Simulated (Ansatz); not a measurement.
**GaH3 (quintet): wave-function methods side by side, aug-cc-pVDZ**

How much of the correlation energy of GaH3 (quintet) does each wave-function method recover here?

Program: Ansatz 0.2.0, Gaussian basis. Level of theory: aug-cc-pVDZ, core rule «outside noble gas», up to 14 orbitals frozen. These are calculated values, not measurements.

The runs, in order: UHF; CCSD(T) on ROHF; CCSD(T) on UHF; BCCD(T) on ROHF; CISD as a restricted active space (open shells left free, so some higher excitations enter); CCSDT(Q) on ROHF; CCSDT(Q) on UHF; CCSDTQ on ROHF.

12 further runs of the same task are left out: 5 for a known fault of the program, 1 that didn't finish, 6 set aside as unsound or not needed. Runs told in other sessions of the task aren't counted.

### Step 1. What is computed

The geometry is a PBE0/def2-TZVP stationary point (not a proven minimum) of the parent state, kept for this charge and spin. No spin-orbit coupling is included. The filled d shell of Ga may be among the frozen orbitals whatever the setting's name suggests.

4 atoms, charge 0, spin multiplicity 5.

Atoms are counted from 1 here; the program's logs count them from 0.

Bond lengths: Ga1–H2 1.585 Å, Ga1–H3 1.955 Å, Ga1–H4 1.955 Å, H3–H4 0.811 Å. Angles: H2–Ga1–H3 100.5°, H2–Ga1–H4 100.5°, H3–Ga1–H4 23.9°, Ga1–H3–H4 78.0°, Ga1–H4–H3 78.0°.

### Step 2. UHF

Input file in.yaml:

```yaml
crystal:
  periodic: [false, false, false]
  atoms:
    - {symbol: Ga, position_ang: [0.000000, 0.027726, -0.045695]}
    - {symbol: H, position_ang: [0.000000, -1.477599, -0.541473]}
    - {symbol: H, position_ang: [0.405418, -0.220158, 1.851181]}
    - {symbol: H, position_ang: [-0.405418, -0.220158, 1.851181]}
basis:
  gaussian: {orbitals: aug-cc-pVDZ}
magnetization: {spin_polarized: true, initial_magnetization: 4}
hamiltonian: {xc: hf}
output: {orbitals: {seedname: orbitals}}
```

Command:

```console
$ ansatz run in.yaml --threads 1 --pin off --events-out ev --progress --plain --max-ram 4160MiB --backend cpu
```

Further steps of the session: CCSD(T) on ROHF; CCSD(T) on UHF; BCCD(T) on ROHF; CISD as a restricted active space (open shells left free, so some higher excitations enter); CCSDT(Q) on ROHF; CCSDT(Q) on UHF; CCSDTQ on ROHF.

Before running them: what should the planned runs give, taken together? Wanted: RCCSDTQ from the RHF energy; RMP2 from RCCSDTQ; UMP2 from RCCSDTQ; RCCSD from RCCSDTQ; RCCSD(T) from RCCSDTQ; UCCSD(T) from RCCSDTQ; RCCSDT(Q) from RCCSDTQ; UCCSDT(Q) from RCCSDTQ; T1 diagnostic.

As calculated:

| quantity | value |
| --- | --- |
| RCCSDTQ from the ROHF energy | -1.8622 eV |
| RMP2 from RCCSDTQ | +11.62 kcal/mol |
| UMP2 from RCCSDTQ | +10.78 kcal/mol |
| RCCSD from RCCSDTQ | +1.11 kcal/mol |
| RCCSD(T) from RCCSDTQ | +0.35 kcal/mol |
| UCCSD(T) from RCCSDTQ | -0.44 kcal/mol |
| RCCSDT(Q) from RCCSDTQ | +0.01 kcal/mol |
| UCCSDT(Q) from RCCSDTQ | -0.78 kcal/mol |
| levels within 1 kcal/mol (43 meV) | UCCSD, RCCSD(T), UCCSD(T), BCCD(T), RCCSDT, UCCSDT, RCCSDT(Q), UCCSDT(Q) |
| T1 diagnostic | 0.023 |

**Reading.** RCCSD(T) lands +0.35 kcal/mol from the yardstick (0.8 % of the correlation energy). CCSD(T) misses by +0.35 kcal/mol on the restricted determinant and by -0.44 kcal/mol on the unrestricted one; the two need not hold the same state or core. These misses are within one basis, not against nature; the frozen cores of restricted and unrestricted runs differ, which can shift their rows.
